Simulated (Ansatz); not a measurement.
**GaN2H (triplet): from Hartree-Fock to the top rungs at a displaced geometry (v1), cc-pVDZ**

How much of the correlation energy of GaN2H (triplet) does each wave-function method recover here?

The runs use Ansatz 0.2.0, Gaussian basis; cc-pVDZ, core rule «outside noble gas», up to 16 orbitals frozen.

Plan: UHF; CCSD(T) on ROHF; CCSD(T) on UHF; BCCD(T) on ROHF; CISD; CCSDT(Q) on ROHF; CCSDT(Q) on UHF.

34 further runs of the same task are left out: 4 for a known fault of the program, 11 that didn't finish, 19 set aside as unsound or not needed.

### Step 1. The system

The geometry is a PBE0/def2-TZVP stationary point (not a proven minimum) with its atoms shifted at random (size 0.040 Å). No spin-orbit coupling is included. The filled d shell of Ga may be among the frozen orbitals whatever the setting's name suggests; the logs give the count.

4 atoms, charge 0, spin multiplicity 3.

Atoms are counted from 1 here; the program's logs count them from 0.

Bond lengths: Ga1–N2 1.941 Å, N2–N3 1.249 Å, N3–H4 0.966 Å. Angles: Ga1–N2–N3 163.2°, N2–N3–H4 124.6°.

### Step 2. UHF

in.yaml reads:

```yaml
crystal:
  periodic: [false, false, false]
  atoms:
    - {symbol: Ga, position_ang: [0.002349, -0.130253, 2.238262]}
    - {symbol: N, position_ang: [0.001556, 0.009123, 0.302567]}
    - {symbol: N, position_ang: [0.049477, -0.262735, -0.915391]}
    - {symbol: H, position_ang: [-0.053383, 0.383865, -1.625437]}
basis:
  gaussian: {orbitals: cc-pVDZ}
magnetization: {spin_polarized: true, initial_magnetization: 2}
hamiltonian: {xc: hf}
output: {orbitals: {seedname: orbitals}}
```

Run with:

```
ansatz run in.yaml --threads 1 --pin off --events-out ev --progress --plain --max-ram 2393MiB
```

Further steps of the session: CCSD(T) on ROHF; CCSD(T) on UHF; BCCD(T) on ROHF; CISD; CCSDT(Q) on ROHF; CCSDT(Q) on UHF.

**Question.** What will the summary of the whole plan be? Wanted: UCCSDT(Q) below the RHF energy; RMP2 from UCCSDT(Q); UMP2 from UCCSDT(Q); RCCSD from UCCSDT(Q); RCCSD(T) from UCCSDT(Q); UCCSD(T) from UCCSDT(Q); RCCSDT(Q) from UCCSDT(Q); T1 diagnostic.

**Answer**, as computed:

| quantity | value |
| --- | --- |
| UCCSDT(Q) below the RHF energy | -10.8591 eV |
| RMP2 from UCCSDT(Q) | +1129.3 meV |
| UMP2 from UCCSDT(Q) | +1271.2 meV |
| RCCSD from UCCSDT(Q) | +480.6 meV |
| RCCSD(T) from UCCSDT(Q) | +84.4 meV |
| UCCSD(T) from UCCSDT(Q) | +85.6 meV |
| RCCSDT(Q) from UCCSDT(Q) | +7.3 meV |
| levels within 1 kcal/mol (43 meV) | RCCSDT(Q) |
| T1 diagnostic | 0.046 |

RCCSD(T) lands +84.4 meV from the yardstick (0.8 % of the correlation energy). These misses are within one basis, not against nature; the frozen cores of restricted and unrestricted runs differ, which can shift their rows.
